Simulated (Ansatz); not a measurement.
**CH4BFOS: a ladder of functionals and wavefunction methods**

The task here is to estimate one member of a computed series from the others.

The runs use Ansatz 0.2.0, Gaussian basis; functionals in def2-TZVPP, the program's frozen cores in correlated methods.

Levels to be run: LDA (SPW92), PBE-D4, revPBE-D4, BLYP-D4, r2SCAN-D4, B97M-V, PBE0-D4, B3LYP-D4, r2SCANh-D4, r2SCAN0-D4, HSE06-D4, BHLYP-D4, CAM-B3LYP-D4, LC-ωPBE, ωB97X-V, ωB97M-V, B2PLYP, PBE-QIDH; CCSD(T)/def2-SVP; CCSD(T)/def2-TZVPP; MP2/def2-QZVPP; extrapolation to the limit; RPA on PBE.

## Structure used throughout

The geometry comes from an earlier relaxation with PBE0-D4 in a triple-zeta def2 set; it is a stationary point, not always the lowest conformer.

9 atoms, charge 0, spin multiplicity 1.

Atoms are counted from 1 here; the program's logs count them from 0.

Bond lengths: O1–C2 1.413 Å, O1–H6 0.961 Å, C2–B3 1.570 Å, C2–H7 1.097 Å, C2–H8 1.103 Å, B3–F4 1.333 Å, B3–S5 1.801 Å, S5–H9 1.343 Å. Angles: C2–O1–H6 108.7°, O1–C2–B3 114.8°, O1–C2–H7 108.0°, O1–C2–H8 110.6°, B3–C2–H7 109.6°, B3–C2–H8 108.2°, H7–C2–H8 105.2°, C2–B3–F4 118.3°, C2–B3–S5 125.2°, F4–B3–S5 116.5°, B3–S5–H9 95.3°.

Set-up of the first run:

in.yaml

```yaml
crystal:
  periodic: [false, false, false]
  atoms:
    - {symbol: O, position_ang: [-0.283594, -1.659310, -0.882534]}
    - {symbol: C, position_ang: [-0.204392, -0.705004, 0.156212]}
    - {symbol: B, position_ang: [0.248371, 0.728143, -0.298730]}
    - {symbol: F, position_ang: [0.344223, 0.975153, -1.604729]}
    - {symbol: S, position_ang: [0.616209, 2.100466, 0.807454]}
    - {symbol: H, position_ang: [-0.349702, -1.196182, -1.721557]}
    - {symbol: H, position_ang: [0.489067, -1.086495, 0.915789]}
    - {symbol: H, position_ang: [-1.175368, -0.612117, 0.672038]}
    - {symbol: H, position_ang: [0.403686, 1.409046, 1.938858]}
basis:
  gaussian: {orbitals: def2-TZVPP}
hamiltonian: {xc: lda}
output: {orbitals: {seedname: orbitals}}
```

On the command line:

```console
> ansatz run in.yaml --threads 2 --pin off --events-out ev --progress --plain --max-ram 4352MiB
```

Steps of the session up to this table: LDA; PBE-D4 (GGA); revPBE-D4 (GGA); BLYP-D4 (GGA); r2SCAN-D4 (meta-GGA); B97M-V (meta-GGA); B3LYP-D4 (hybrid); r2SCANh-D4 (hybrid); r2SCAN0-D4 (hybrid); HSE06-D4 (hybrid); BHLYP-D4 (hybrid); CAM-B3LYP-D4 (range-separated); LC-ωPBE (range-separated); ωB97X-V (range-separated); ωB97M-V (range-separated); B2PLYP (double hybrid); PBE-QIDH (double hybrid).

One table of the session follows, with a row left open; its other results are not shown here.

It belongs to the step «Frontier levels by functional». 

| functional | HOMO (eV) | gap (eV) |
| --- | --- | --- |
| LDA (SPW92) | -6.44 | 4.74 |
| PBE-D4 | -6.30 | 4.87 |
| revPBE-D4 | -6.25 | 4.93 |
| BLYP-D4 | -6.21 | 4.92 |
| r2SCAN-D4 | -6.67 | 5.58 |
| B97M-V | -6.80 | 5.80 |
| PBE0-D4 | -7.92 | 7.47 |
| B3LYP-D4 | -7.67 | 6.99 |
| r2SCANh-D4 | -7.27 | 6.53 |
| r2SCAN0-D4 | -8.16 | 7.91 |
| HSE06-D4 | -7.51 | 6.68 |
| BHLYP-D4 | -9.27 | 9.90 |
| CAM-B3LYP-D4 | -9.35 | 10.03 |
| LC-ωPBE | -10.72 | 12.59 |
| ωB97X-V | -10.37 | 12.17 |
| ωB97M-V | ? | ? |

Estimate the missing values for ωB97M-V.

As computed: HOMO (eV): -10.24; gap (eV): 11.86. In the column «HOMO (eV)» it lies between ωB97X-V (-10.37) and CAM-B3LYP-D4 (-9.35).
